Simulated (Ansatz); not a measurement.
**AsH4OS+ (SMILES [OH2+][AsH]S): single points off equilibrium**

An exercise on one series of results from a longer session: the logs are not shown, and one member is left open.

The runs use Ansatz 0.2.0, Gaussian basis; single points in def2-TZVPP.

Correlated methods freeze the cores. Filled d shells of the heavier atoms are correlated.

## Starting geometry

SMILES `[OH2+][AsH]S`, 7 atoms, charge 1, spin multiplicity 1.

Atoms are counted from 1 here; the program's logs count them from 0.

Bond lengths: O1–H4 0.991 Å, O1–H5 1.074 Å, As2–S3 2.072 Å, As2–H6 1.666 Å, S3–H7 1.394 Å. Angles: H4–O1–H5 103.2°, S3–As2–H6 98.4°, As2–S3–H7 104.2°.

As a file:

```tsv
atom	x (Å)	y (Å)	z (Å)
O1	-0.80040	0.56270	-0.93770
As2	-0.38010	-0.28210	1.17060
S3	0.94680	-1.77070	0.60810
H4	-1.49040	0.20450	-1.55160
H5	-1.01470	1.61520	-0.91540
H6	0.69490	0.98860	1.24200
H7	2.13380	-1.08850	0.34460
```

The first run:

run/in.yaml

```yaml
crystal:
  periodic: [false, false, false]
  atoms:
    - {symbol: O, position_ang: [-0.800400, 0.562700, -0.937700]}
    - {symbol: As, position_ang: [-0.380100, -0.282100, 1.170600]}
    - {symbol: S, position_ang: [0.946800, -1.770700, 0.608100]}
    - {symbol: H, position_ang: [-1.490400, 0.204500, -1.551600]}
    - {symbol: H, position_ang: [-1.014700, 1.615200, -0.915400]}
    - {symbol: H, position_ang: [0.694900, 0.988600, 1.242000]}
    - {symbol: H, position_ang: [2.133800, -1.088500, 0.344600]}
basis:
  gaussian: {orbitals: def2-TZVPP}
total_charge: 1
correlation: {method: ccsd_t}
output: {forces: true}
```

No record of the launch command was kept for these runs.

Among the steps run: CCSD(T)/def2-TZVPP; PBE0-D4/def2-TZVPP; wB97M-V/def2-TZVPP; r2SCAN-D4/def2-TZVPP; PBE-D4/def2-TZVPP; BLYP-D4/def2-TZVPP; revPBE-D4/def2-TZVPP.

One table of the session follows, with a row left open; its other results are not shown here.

```
   method  RMS force component (eV/Å)  angle to CCSD(T) forces (°)
  CCSD(T)                       1.463                    reference
  PBE0-D4                       1.459                          3.2
  wB97M-V                       1.463                          3.0
r2SCAN-D4                       1.410                          2.5
   PBE-D4                       1.313                          8.8
  BLYP-D4                           ?                            ?
revPBE-D4                       1.332                          9.9
```

Estimate the missing values for BLYP-D4.

As computed: RMS force component (eV/Å): 1.349; angle to CCSD(T) forces (°): 12.7. In the column «RMS force component (eV/Å)» it lies between revPBE-D4 (1.332) and r2SCAN-D4 (1.410).
